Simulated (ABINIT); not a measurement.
CsLiCr2Te2S3: single point with PBE

Crystal: CsLiCr2Te2S3.

```xyz
9
Lattice="3.4216 -5.1807 0.0078 3.4216 5.1807 0.0078 -2.9041 0.0000 7.4309" Properties=species:S:1:pos:R:3 pbc="T T T"
Cs    0.6167    0.0000    0.0649
Li    2.4219    0.0000    4.1212
Cr    0.1728    2.1297    4.1498
Cr    0.1728   -2.1297    4.1498
Te    4.0786    1.5993    2.1688
Te    4.0786   -1.5993    2.1688
S     2.0049   -2.1476    5.4598
S     2.0049    2.1476    5.4598
S     0.0600    0.0000    3.5978
```

The cell was built by a generator and needn't be a form met in nature.

```yaml
Program: ABINIT 10.8.3 (patched build)
Task: single point
Functional: PBE
Potentials_or_basis: JTH PAW PBE v2.0
Cutoff: 626 eV
k_mesh: 4 × 4 × 3
Occupations: fermi-dirac, width 0.05 eV
Spin: collinear spin, ferromagnetic start
Starting_moments: "[0.0, 0.0, 5.0, 5.0, 0.0, 0.0, 0.0, 0.0, 0.0] μB"
```

```json
{
 "Pressure": "0.0 GPa",
 "Largest force": "0.084 eV/Å",
 "Band gap on the k mesh": "none (metal or under the smearing width)",
 "Net moment": "4.01 μB per cell",
 "Site moments": "Cs -0.00; Li +0.00; Cr +2.15; Te -0.17; S -0.06 μB",
 "Valence electrons inside the program's atomic spheres": "Cs 5.36; Li 2.06; Cr 12.09; Te 3.12; S 3.59, 3.62"
}
```

Forces on the atoms (eV/Å):
```
Cs   0.005  0.000  0.003
Li   0.005  0.000 -0.003
Cr  -0.035 -0.035  0.068
Cr  -0.035  0.035  0.068
Te   0.026 -0.042 -0.061
Te   0.026  0.042 -0.061
S   -0.002  0.002  0.000
S   -0.002 -0.002  0.000
S    0.014  0.000 -0.014
```

Stress tensor (GPa, compression positive):
```
-0.07  0.00 -0.06
 0.00 -0.05  0.00
-0.06  0.00  0.04
```

Levels at points of the mesh, in eV from the Fermi level:
Spin up:
```tsv
k point	band 33	band 34	band 35	band 36	band 37	band 38	band 39	band 40	band 41	band 42
(0.00, 0.00, 0.00)	-1.15	-1.09	-0.77	-0.39	-0.37	-0.21	0.24	0.77	1.09	1.68
(0.50, 0.00, 0.00)	-1.29	-1.01	-0.81	-0.25	-0.02	0.29	0.50	0.82	0.91	1.21
(0.50, 0.50, 0.00)	-0.93	-0.71	-0.61	-0.45	-0.04	0.49	0.60	0.89	1.00	1.10
```
Spin down:
| k point | band 29 | band 30 | band 31 | band 32 | band 33 | band 34 | band 35 | band 36 | band 37 | band 38 |
| --- | --- | --- | --- | --- | --- | --- | --- | --- | --- | --- |
| (0.00, 0.00, 0.00) | -2.19 | -1.95 | -1.73 | -0.71 | -0.57 | 0.68 | 0.88 | 1.07 | 1.10 | 1.52 |
| (0.50, 0.00, 0.00) | -2.21 | -1.71 | -1.42 | -1.05 | -0.21 | 0.68 | 0.82 | 1.10 | 1.36 | 1.48 |
| (0.50, 0.50, 0.00) | -2.16 | -1.82 | -1.40 | -0.76 | -0.20 | 0.85 | 0.97 | 1.19 | 1.38 | 1.38 |

It took 20 min on 4 MPI ranks on Arm Neoverse N1 (shared host), peak memory 1.8 GiB a rank.

Caveat: only a ferromagnetic start was run, and an antiferromagnetic order may lie lower in energy. Spin-orbit coupling is left out, which matters for the levels of Cs, Te.
